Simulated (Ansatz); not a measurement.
# Li5Mg (P-6m2): single point from a YAML input

Wanted for Li5Mg (P-6m2): a single point from a YAML input.

Computed with Ansatz 0.2.0, driven from Python. Level of theory: DFT PBEsol, plane waves, PAW.

## 1. The system

It takes space group P-6m2 (No. 187, hexagonal). Conventional cell: a = 3.062 Å, b = 3.062 Å, c = 15.323 Å, α = 90.00°, β = 90.00°, γ = 120.00°. Li (site symmetry 3m) is surrounded by 9 Li at 3.06 to 3.07 Å and 3 Mg at 3.15 Å. Li (site symmetry 3m) has 12 Li at 3.06 to 3.11 Å as nearest neighbours. Around Li (site symmetry -6m2) lie 12 Li at 3.06 to 3.11 Å. Mg (site symmetry -6m2) has 6 Mg at 3.06 Å and 6 Li at 3.15 Å as nearest neighbours.

The script reads input.yaml:

```yaml
crystal:
  lattice:
    - [3.062186, 0.0, 0.0]
    - [-1.531093, 2.651931, 0.0]
    - [0.0, 0.0, 15.32283]
  atoms:
    - { symbol: Li, position: [0.666667, 0.333333, 0.169763] }
    - { symbol: Li, position: [0.0, 0.0, 0.333367] }
    - { symbol: Li, position: [0.666667, 0.333333, 0.5] }
    - { symbol: Li, position: [0.0, 0.0, 0.666633] }
    - { symbol: Li, position: [0.666667, 0.333333, 0.830237] }
    - { symbol: Mg, position: [0.0, 0.0, 0.0] }
kpoints:
  mp_grid: { grid: [9, 9, 2] }
hamiltonian:
  xc: pbesol
scf:
  occupations: { method: gaussian, width: 0.05 }
output:
  forces: true
```

## 2. Script

File run_yaml_run.py:

```python
"""Run a YAML input for Li5Mg from Python."""

import ansatz
import pandas as pd
import yaml

with open("input.yaml") as handle:
    tree = yaml.safe_load(handle)
print("sections:", list(tree))
out = ansatz.Session.from_dict(tree).plan().execute()
rep = out.report

print(f"free energy      {rep['free_energy_ev']:.5f} eV")
print(f"per atom         {rep['free_energy_ev'] / len(out.lattice.sites):.5f} eV")
print(f"SCF iterations   {rep['n_iterations']}  (converged: {rep['converged']})")

# forces in eV per angstrom
table = pd.DataFrame(rep["forces_ev_ang"], columns=["fx", "fy", "fz"])
table.insert(0, "atom", [site["symbol"] for site in rep["lattice"]["sites"]])
print(table.round(4).to_string())

used = rep["setup"]
print("cutoffs (eV):", used["ecut_ev"], used["ecutrho_ev"], " FFT grid:", used["fft_dense"])
print("cell volume {:.3f} A^3, {} symmetry operations".format(used["cell_volume_ang3"], used["n_sym_ops"]))
```

## 3. Running it

On the command line:

```
python run_yaml_run.py
```

Q: Predict the main results. Wanted: free energy; gap on the mesh; largest force.

The runs gave:

| quantity | value |
| --- | --- |
| free energy | -2927.1355 eV (-487.8559 eV/atom) |
| gap on the mesh | none |
| largest force | 0.085 eV/Å |

What this shows: The mesh shows no gap. Forces reach 0.09 eV/Å, so the atoms aren't at rest. Notes:
- The mesh is modest for a metal, so energies can be off by several to tens of meV an atom and pressures by half a GPa or more; differences at equal mesh fare better.
- The structure comes from a database of computed cells and needn't be a stable or known phase.
